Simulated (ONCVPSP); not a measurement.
# An ONCV potential for Cu, from input to tests

Do these settings give a usable potential? It is generated, then checked for transferability, scattering, ghosts and hardness.

Program: ONCVPSP 4.0.1.1 (patched build). Reference atom: PBE, scalar-relativistic, spherical and spin-unpolarised. All values are calculated.

## (1) Starting point

Typed settings, in words:

```
element                 : copper (Cu, Z = 29)
type                    : optimised norm-conserving Vanderbilt (ONCV)
frozen core             : [Ne]
valence charge          : 19
reference configuration : 3s2 3p6 3d8 (charge +3)
partial waves           : 3s: rc 0.70 bohr, ncon 4, nbas 7, qcut 10.3 1/bohr, 1 projector; 3p: rc 1.20 bohr, ncon 3, nbas 8, qcut 14.7 1/bohr, 2 projectors, debl 1.9 Ha; 3d: rc 1.55 bohr, ncon 4, nbas 8, qcut 11.4 1/bohr, 2 projectors, debl 2.4 Ha
local potential         : polynomial inside 0.50 bohr (lpopt 3, dvloc0 0 Ha)
core correction         : not asked for
```

An earlier all-electron run gives the scale for the radii.

All-electron outer shells of the reference configuration (PBE, scalar-relativistic, ld1.x):

```tsv
shell	level (eV)	outermost node (bohr)	outermost maximum (bohr)
3s	-160.69	0.29	0.61
3p	-117.80	0.26	0.62
3d	-48.91	–	0.59
4s	-34.53	0.86	1.84
4p	-26.06	0.92	2.11
```

## (2) Generating the potential

The input, Cu.dat:

```
# ATOM AND REFERENCE CONFIGURATION
# atsym  z   nc   nv     iexc    psfile
  Cu 29.00    3    3        4      upf
#
#   n    l    f
    1    0    2.00
    2    0    2.00
    2    1    6.00
    3    0    2.00
    3    1    6.00
    3    2    8.00
#
# PSEUDOPOTENTIAL AND OPTIMIZATION
# lmax
    2
#
#   l,   rc,      ep,       ncon, nbas, qcut
    0    0.70    0.00    4    7   10.30
    1    1.20    0.00    3    8   14.70
    2    1.55    0.00    4    8   11.40
#
# LOCAL POTENTIAL
# lloc, lpopt,  rc(5),   dvloc0
    4    3    0.50    0.00
#
# VANDERBILT-KLEINMAN-BYLANDER PROJECTORs
# l, nproj, debl
    0    1    3.40
    1    2    1.90
    2    2    2.40
#
# MODEL CORE CHARGE
# icmod, fcfact, rcfact
    0    0.00    0.00
#
# LOG DERIVATIVE ANALYSIS
# epsh1, epsh2, depsh
   -7.00    5.00    0.04
#
# OUTPUT GRID
# rlmax, drl
    6.00    0.01
#
# TEST CONFIGURATIONS
# ncnf
    4
# nvcnf
#   n    l    f
    4
    3    0    2.00
    3    1    6.00
    3    2   10.00
    4    0    1.00
#
    3
    3    0    2.00
    3    1    6.00
    3    2   10.00
#
    3
    3    0    2.00
    3    1    6.00
    3    2    9.00
#
    5
    3    0    2.00
    3    1    6.00
    3    2    9.00
    4    0    1.00
    4    1    1.00
#
```

Started as:

```console
$ oncvpsp.x < Cu.dat > Cu.out
```

Before running it: what results should come out? Wanted: cutoffs for 1 and 0.1 mHa per electron, occupied waves; bound ghosts; GHOST(+) flags; largest test error; largest phase difference near zero energy, channels read; projector energies reset by the program.

As calculated:

| quantity | value |
| --- | --- |
| cutoffs for 1 and 0.1 mHa per electron, occupied waves | 211 Ha and 257 Ha |
| bound ghosts | none found |
| GHOST(+) flags | s at 110 eV |
| largest test error (AE − PS) | +291 meV, for 3s2 3p6 3d10 4s1 |
| largest phase difference near zero energy, channels read | 0.038 rad |
| projector energies reset by the program | p: -4.329, 0.250 Ha |

In words: By total energies transferability is poor: the largest error is 291 meV on 68.5 eV, for 3s2 3p6 3d10 4s1. That test lies far up in energy; among those under 40 eV, nearer to bonding, the largest error is 95 meV. By its cutoff, 211 Ha for the looser tolerance, it is very hard. At the looser tolerance the 3s wave is the slowest; 3d needs 48 Ha. It is free of bound ghosts as far as tested. Near zero energy the largest phase difference among the channels read is 0.04 rad, in the s channel (at the energies tabulated). The pseudo curves have a pole with no partner nearby in the atom's: s at 1.94 Ha. At positive energy that is a spurious or a displaced resonance. The program also flags highly localised states, GHOST(+) (s).
